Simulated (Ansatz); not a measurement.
The system is HfRu3.

```
Hf Ru
1.0
     3.95577    0.00000    0.00000
     0.00000    3.95577    0.00000
     0.00000    0.00000    3.95577
Hf Ru
1 3
Direct
  0.00000 0.00000 0.00000
  0.00000 0.50000 0.50000
  0.50000 0.00000 0.50000
  0.50000 0.50000 0.00000
```

The cell comes from a database or a generator and needn't be the stable form of this composition.

Base run:

- Program: Ansatz 0.2.0
- Functional: PBE
- Potentials or basis: Ansatz PAW
- Cutoff: 420 eV
- Density cutoff: 1680 eV
- k mesh: 7 × 7 × 7
- Occupations: gaussian, width 0.02 eV
- Spin: no spin polarisation

Its results: band gap on the k mesh none (metal or under the smearing width); pressure -1.1 GPa.

Problem. The run is repeated on the same cell with these changes: functional from PBE to LDA; occupations from gaussian, width 0.02 eV to gaussian, width 0.05 eV. What comes out?

Solution. Band gap on the k mesh none (metal or under the smearing width); pressure -15.1 GPa.

Caveats: so large a pressure means that the cell lies far from this level's equilibrium, or that cutoff or potentials fall short (some runs); the PAW data sets come from PBE, with cores solved anew for the run's functional, which leaves a small shift of forces and pressure (some runs).

Not every run made on this cell is shown here.
